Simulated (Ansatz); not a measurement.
**SiSbH4NO: basis-set convergence**

How large a basis does SiSbH4NO need? Two functionals are run in growing sets.

The runs use Ansatz 0.2.0, Gaussian basis; one geometry, several basis sets.

Levels to be run: PBE0-D4/def2-SVP; ωB97M-V/def2-SVP; PBE0-D4/def2-QZVPP; ωB97M-V/def2-QZVPP; the functionals' def2-TZVPP values are taken from earlier runs.

## Step 1: The relaxed structure

The geometry comes from an earlier relaxation with PBE0-D4/def2-TZVP; it is a stationary point, not always the lowest conformer. Sb takes the def2 core potential; no spin-orbit term is included.

8 atoms, charge 0, spin multiplicity 1.

Atoms are counted from 1 here; the program's logs count them from 0.

Bond lengths: O1–Si2 1.641 Å, O1–H5 0.959 Å, Si2–N3 1.662 Å, Si2–Sb4 2.507 Å, Si2–H6 1.485 Å, N3–Sb4 2.112 Å, N3–H7 1.004 Å, Sb4–H8 1.725 Å. Angles: Si2–O1–H5 116.7°, O1–Si2–N3 118.0°, O1–Si2–Sb4 121.7°, O1–Si2–H6 108.4°, N3–Si2–Sb4 56.6°, N3–Si2–H6 119.1°, Sb4–Si2–H6 124.3°, Si2–N3–Sb4 82.3°, Si2–N3–H7 143.3°, Sb4–N3–H7 128.9°, Si2–Sb4–N3 41.1°, Si2–Sb4–H8 96.9°, N3–Sb4–H8 95.1°.

Coordinates:

```mol
H4NOSbSi
  3D, bonds by distance, orders not assigned

  8  8  0  0  0  0  0  0  0  0999 V2000
   -0.1667    1.5363   -1.2611 O   0  0
   -0.1314    0.5130    0.0215 Si  0  0
    1.0053   -0.7000    0.0206 N   0  0
   -0.7049   -1.9162   -0.2165 Sb  0  0
   -0.6410    2.3613   -1.1417 H   0  0
   -0.3413    1.3053    1.2600 H   0  0
    1.9615   -0.9068   -0.2041 H   0  0
   -0.8896   -2.2499    1.4655 H   0  0
  1  2  8  0
  2  3  8  0
  3  4  8  0
  1  5  8  0
  2  6  8  0
  3  7  8  0
  4  8  8  0
  2  4  8  0
M  END
```

## Step 2: PBE0-D4 in def2-SVP

File in.yaml:

```yaml
crystal:
  periodic: [false, false, false]
  atoms:
    - {symbol: O, position_ang: [-0.166698, 1.536274, -1.261066]}
    - {symbol: Si, position_ang: [-0.131374, 0.512985, 0.021486]}
    - {symbol: N, position_ang: [1.005285, -0.700011, 0.020551]}
    - {symbol: Sb, position_ang: [-0.704870, -1.916233, -0.216529]}
    - {symbol: H, position_ang: [-0.640979, 2.361291, -1.141697]}
    - {symbol: H, position_ang: [-0.341292, 1.305308, 1.259995]}
    - {symbol: H, position_ang: [1.961504, -0.906824, -0.204057]}
    - {symbol: H, position_ang: [-0.889575, -2.249890, 1.465518]}
basis:
  gaussian: {orbitals: def2-SVP}
hamiltonian: {xc: pbe0, dispersion: d4}
output: {orbitals: {seedname: orbitals}}
```

Started as:

```
> ansatz run in.yaml --threads 4 --pin off --events-out ev --progress --plain --max-ram 10444MiB
```

After this run come: ωB97M-V in def2-SVP; PBE0-D4 in def2-QZVPP; ωB97M-V in def2-QZVPP.

**Question.** What will the summary of the whole plan be? Wanted: PBE0-D4: double and triple zeta above quadruple; ωB97M-V: double and triple zeta above quadruple.

The runs gave:

```
                                       quantity          value
PBE0-D4: double and triple zeta above quadruple  8.35, 0.56 eV
ωB97M-V: double and triple zeta above quadruple  8.46, 0.53 eV
```

In words: For PBE0-D4 the step from double to triple zeta gains 7.80 eV and the next only 0.56 eV. These are total energies; as a rule much of such shifts cancels in differences, which this series doesn't test. The LUMO of ωB97M-V is positive and keeps falling with the basis (0.92 to 0.41 eV): an unbound level that the basis holds in place.
